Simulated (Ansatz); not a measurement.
# Cd started on a Ba site and Cd started on a Ba site in perovskite BaTiO3, 40 atoms, charge 0

Aim: let the atoms about the defect relax, then find its formation energy and its levels in the gap by PBEsol and r²SCAN.

Method: density functional theory in Ansatz 0.2.0, PAW datasets, plane waves.

## 1. Starting point

40 atoms (6 Ba, 2 Cd, 8 Ti, 24 O); a = 7.940 Å, b = 7.940 Å, c = 7.940 Å, α = 90.00°, β = 90.00°, γ = 90.00°. All atoms were shaken off their sites by about 0.02 Å along each axis. Defect site 1: (0.500, 0.500, 0.500). Defect site 2: (0.000, 0.000, 0.500).

Steps to follow: (2) PBEsol relaxation at the single k point (¼, ¼, ¼), on 8 threads of Intel Xeon Platinum 8375C at 2.90GHz; (3) r²SCAN single point at the single k point (¼, ¼, ¼), on 8 threads of Intel Xeon Platinum 8375C at 2.90GHz.

## 2. PBEsol relaxation in the fixed cell

The input, in.yaml:

```yaml
crystal:
  lattice:
    - [7.940420, 0.000000, 0.000000]
    - [0.000000, 7.940420, 0.000000]
    - [0.000000, 0.000000, 7.940420]
  atoms:
    - { symbol: Ba, position: [0.003991, 0.998153, 0.000702] }
    - { symbol: Ba, position: [0.003981, 0.504712, 0.000823] }
    - { symbol: Ba, position: [0.000274, 0.504086, 0.500900] }
    - { symbol: Ba, position: [0.498741, 0.998035, 0.002426] }
    - { symbol: Ba, position: [0.500232, 0.001428, 0.497538] }
    - { symbol: Ba, position: [0.499469, 0.498456, 0.997212] }
    - { symbol: Cd, position: [0.999084, 0.002370, 0.496299] }
    - { symbol: Cd, position: [0.498966, 0.497291, 0.499682] }
    - { symbol: Ti, position: [0.249936, 0.247572, 0.251593] }
    - { symbol: Ti, position: [0.247707, 0.255621, 0.750687] }
    - { symbol: Ti, position: [0.251679, 0.746527, 0.245677] }
    - { symbol: Ti, position: [0.253122, 0.750198, 0.747659] }
    - { symbol: Ti, position: [0.746994, 0.244579, 0.251747] }
    - { symbol: Ti, position: [0.747646, 0.249242, 0.753032] }
    - { symbol: Ti, position: [0.750787, 0.750552, 0.249655] }
    - { symbol: Ti, position: [0.747605, 0.746167, 0.750101] }
    - { symbol: O, position: [0.253198, 0.250839, 0.998110] }
    - { symbol: O, position: [0.255776, 0.250889, 0.501406] }
    - { symbol: O, position: [0.248909, 0.752594, 0.000503] }
    - { symbol: O, position: [0.247651, 0.749437, 0.496905] }
    - { symbol: O, position: [0.748547, 0.250151, 0.999121] }
    - { symbol: O, position: [0.753786, 0.249111, 0.499079] }
    - { symbol: O, position: [0.750468, 0.750734, 0.000070] }
    - { symbol: O, position: [0.750093, 0.749644, 0.501873] }
    - { symbol: O, position: [0.007275, 0.248207, 0.250958] }
    - { symbol: O, position: [0.999032, 0.251819, 0.749530] }
    - { symbol: O, position: [0.004102, 0.748507, 0.245545] }
    - { symbol: O, position: [0.998790, 0.748623, 0.748666] }
    - { symbol: O, position: [0.502368, 0.249116, 0.246317] }
    - { symbol: O, position: [0.501666, 0.248680, 0.749293] }
    - { symbol: O, position: [0.500557, 0.750294, 0.253863] }
    - { symbol: O, position: [0.502219, 0.750722, 0.750394] }
    - { symbol: O, position: [0.251911, 0.991876, 0.247572] }
    - { symbol: O, position: [0.252631, 0.002101, 0.749908] }
    - { symbol: O, position: [0.249951, 0.498153, 0.251010] }
    - { symbol: O, position: [0.244854, 0.498470, 0.750123] }
    - { symbol: O, position: [0.744614, 0.003050, 0.246748] }
    - { symbol: O, position: [0.752911, 0.998783, 0.752742] }
    - { symbol: O, position: [0.749081, 0.498092, 0.251056] }
    - { symbol: O, position: [0.752669, 0.501375, 0.750018] }
  symmetry: { detect: false }
kpoints:
  mp_grid: { grid: [1, 1, 1], shift: [0.25, 0.25, 0.25] }
hamiltonian:
  xc: pbesol
scf:
  occupations: { method: fermi_dirac, width: 0.01 }
relax:
  f_tol: 0.03
  max_steps: 80
  escape_saddle: false
  adjacent_minimum: "off"
output:
  forces: true
  eigenvalues: true
  populations: true
  write_density: true
  write_potential: true
  elf: true
  volumetric_format: npy
```

Run with:

```
ansatz run in.yaml --threads 8 --pin off --max-ram 13300MiB --runs-dir r --events-out ev --progress --plain
```

After this run come: Single point with r²SCAN.

What does the calculation give? Wanted: for each run, formation energy; host gap; top filled to lowest empty.

**Answer**, as computed:

```
             level                  time  formation energy (eV)  host gap (eV)  top filled to lowest empty (eV)
PBEsol, relaxation  36 s (8 CPU threads)                  10.49           1.42                             2.76
            r²SCAN  11 s (8 CPU threads)                  10.23           1.82                             3.24
```

```
     quantity                              value
   relaxation  11 recorded steps, 1.00 eV gained
largest shift                       0.48 Å (Cd7)
```

Relaxation gains 1.00 eV, with shifts up to 0.48 Å (Cd7). The formation energy goes from 10.49 eV (PBEsol) to 10.23 eV (r²SCAN). The reservoirs are the elements' reference phases; where the defect changes the composition, the value depends on that choice. The host's edges were read at Γ, so band-like levels at this k point need not coincide with them. One k point and a cell of this size can leave errors of several tenths of an eV.
